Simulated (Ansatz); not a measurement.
Nudged elastic band run: LiPb4S8

The input (input.yaml):

```yaml
crystal:
  lattice:
    - [6.149934, 0.0, 0.0]
    - [0.0, 6.149934, 0.0]
    - [0.0, 0.0, 7.553197]
  atoms:
    - { symbol: Pb, position: [-0.01288256, -0.00437499, 0.75152509] }
    - { symbol: Pb, position: [0.05084601, -0.02679607, 0.23104129] }
    - { symbol: S, position: [0.66220035, 0.16117961, -0.00376826] }
    - { symbol: S, position: [0.87172241, 0.3725455, 0.51032321] }
    - { symbol: S, position: [0.37074291, 0.11281699, 0.51389773] }
    - { symbol: S, position: [0.12315908, 0.38296512, 0.00178091] }
    - { symbol: Pb, position: [0.47470776, 0.54914083, 0.2307823] }
    - { symbol: Pb, position: [0.49548728, 0.48673291, 0.75231734] }
    - { symbol: S, position: [0.11241493, 0.61058737, 0.49830923] }
    - { symbol: S, position: [0.37186834, 0.87139498, -0.00100251] }
    - { symbol: S, position: [0.8837981, 0.62312365, 0.00172619] }
    - { symbol: S, position: [0.6124575, 0.86915518, 0.51418149] }
    - { symbol: Li, position: [0.64688817, 0.14469372, 0.30222688] }
magnetization:
  spin_polarized: true
basis:
  ecutwfc: 420.0
kpoints:
  mp_grid: { grid: [2, 2, 2] }
hamiltonian:
  xc: pbe
scf:
  occupations: { method: fermi_dirac, width: 0.05 }
  lower_state_search: "off"
neb:
  images: 5
  f_tol: 0.05
  initial_path: idpp
  max_iterations: 80
  optimiser: lbfgs
  final_atoms:
    - { symbol: Pb, position: [0.00371391, 0.0123183, 0.74835606] }
    - { symbol: Pb, position: [0.02436123, -0.05054086, 0.27001824] }
    - { symbol: S, position: [0.62746471, 0.12662121, -0.00977794] }
    - { symbol: S, position: [0.8369441, 0.33751473, 0.50376935] }
    - { symbol: S, position: [0.37571281, 0.11570412, 0.49791058] }
    - { symbol: S, position: [0.12866075, 0.38613077, -0.01460605] }
    - { symbol: Pb, position: [0.44883092, 0.52520573, 0.26965235] }
    - { symbol: Pb, position: [0.51229867, 0.50346825, 0.74883999] }
    - { symbol: S, position: [0.12718449, 0.62707569, 0.5009702] }
    - { symbol: S, position: [0.38728557, 0.88826745, 0.0004773] }
    - { symbol: S, position: [0.88680105, 0.62944439, -0.01477947] }
    - { symbol: S, position: [0.61533544, 0.87547226, 0.4980215] }
    - { symbol: Li, position: [0.85334919, 0.35431524, 0.19697437] }
  order_check: true
```

Run as:

```bash
$ ansatz run input.yaml --threads 2 --pin off --max-ram 5120MiB --backend cpu --events-out ev --progress --plain --runs-dir out
```

Output, in part (warnings, iteration lines):

```
NEB end point (image 6): max|allowed force component| = 1.816e-2 eV/Å (the criterion of neb.relax_end_points is 1.000e-2)
NEB iter   1: max|band force component| = 9.254e-1 eV/Å  barrier→ = 0.6840 eV  barrier← = 0.6841 eV  Δτ_max = 0.0183 Å  (69 SCF iters)
NEB iter   2: max|band force component| = 7.489e-1 eV/Å  barrier→ = 0.6318 eV  barrier← = 0.6319 eV  Δτ_max = 0.1177 Å  (28 SCF iters)
NEB iter   3: max|band force component| = 1.455e0 eV/Å  barrier→ = 0.4764 eV  barrier← = 0.4766 eV  Δτ_max = 0.0283 Å  (38 SCF iters)
NEB iter   4: max|band force component| = 7.800e-1 eV/Å  barrier→ = 0.4729 eV  barrier← = 0.4730 eV  Δτ_max = 0.0367 Å  (25 SCF iters)
NEB iter   5: max|band force component| = 1.428e-1 eV/Å  barrier→ = 0.4641 eV  barrier← = 0.4642 eV  CI = image 3  Δτ_max = 0.0028 Å  (30 SCF iters)
NEB iter   6: max|band force component| = 1.305e-1 eV/Å  barrier→ = 0.4621 eV  barrier← = 0.4622 eV  CI = image 3  Δτ_max = 0.0509 Å  (21 SCF iters)
NEB iter   7: max|band force component| = 1.551e-1 eV/Å  barrier→ = 0.4330 eV  barrier← = 0.4332 eV  CI = image 3  Δτ_max = 0.0028 Å  (36 SCF iters)
NEB iter   8: max|band force component| = 1.598e-1 eV/Å  barrier→ = 0.4315 eV  barrier← = 0.4316 eV  CI = image 3  Δτ_max = 0.0027 Å  (22 SCF iters)
[... lines left out ...]
```

The run converged. The band force fell under the threshold earlier too, but the program's further tests of the path sent the band on. By the program's own check the climbing image is a first-order saddle point (lowest curvatures found: -1.25 and 0.25 eV/Å²). Limits of this set-up: coarse k mesh, a small cell, in which the defect meets its images.

Final band (atoms are numbered from 1 in the order of the input):

```csv
image,path coordinate (Å),energy (eV),S5–Li13 (Å),S12–Li13 (Å),S6–Li13 (Å)
0,0.00,0.00,2.34,2.34,3.98
1,0.37,0.04,2.43,2.36,3.82
2,0.74,0.19,2.63,2.42,3.62
3,1.11,0.25,2.76,2.51,3.49
4,1.48,0.32,3.11,2.80,3.16
5,2.13,0.12,3.66,3.47,2.58
6,2.78,0.00,3.99,4.00,2.34
```

Time of the run: 7.8 min on 2 threads of AMD EPYC 9R45 96-Core Processor (Zen 5) (shared host), peak memory 1.8 GiB.
